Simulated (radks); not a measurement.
# Pb²⁺ with its nuclear charge varied continuously

An exercise on one series of results from a longer session: the logs are not shown, and one member is left open.

Method: Dirac Kohn-Sham, LDA (Slater exchange, Perdew-Wang correlation), spin-unpolarised, spherical densities, finite nucleus. Code: radks (a radial shooting solver on a logarithmic mesh, Libxc functionals) version 1.

### The system

| Quantity | Value |
| --- | --- |
| element | lead (Z = 82) |
| charge | +2 |
| electrons | 80 |
| configuration | [Hg] |
| nuclear rms radius | 5.5012 fm |

The outer shells:

Pb²⁺
```
[Xe] core
4f [↑↓][↑↓][↑↓][↑↓][↑↓][↑↓][↑↓]
5d [↑↓][↑↓][↑↓][↑↓][↑↓]
6s [↑↓]
```

The first run:

The run's settings:

```text
Z 82
configuration [Hg]
relativity Dirac
functional lda,pw
spin unpolarised
j_filling energy
nucleus finite rms 5.5012 fm
c 137.035999084
```

Steps of the session up to this table: Z = 82.

One of the session's tables, all rows but one given; the rest of the session is left out.

It belongs to the step «Z = 82». Sizes of the orbitals, from the radial functions (bohr):

| level | <r> | outermost maximum (interpolated) | 90 % within | nodes |
| --- | --- | --- | --- | --- |
| 5s1/2 | 0.8536 | 0.789 | 1.22 | 4 |
| 4f5/2 | 0.4508 | 0.347 | 0.716 | 0 |
| 4f7/2 | 0.4572 | 0.352 | 0.726 | 0 |
| 5p1/2 | 0.9115 | 0.827 | 1.31 | 3 |
| 5p3/2 | 1.004 | 0.905 | 1.45 | 3 |
| 5d3/2 | ? | ? | ? | ? |
| 5d5/2 | 1.314 | 1.09 | 1.99 | 2 |
| 6s1/2 | 2.170 | 1.92 | 3.13 | 5 |

**Question.** Estimate the row for 5d3/2.

As computed: <r>: 1.268; outermost maximum (interpolated): 1.05; 90 % within: 1.92; nodes: 2. In the column «<r>» it lies between 5p3/2 (1.004) and 5d5/2 (1.314).
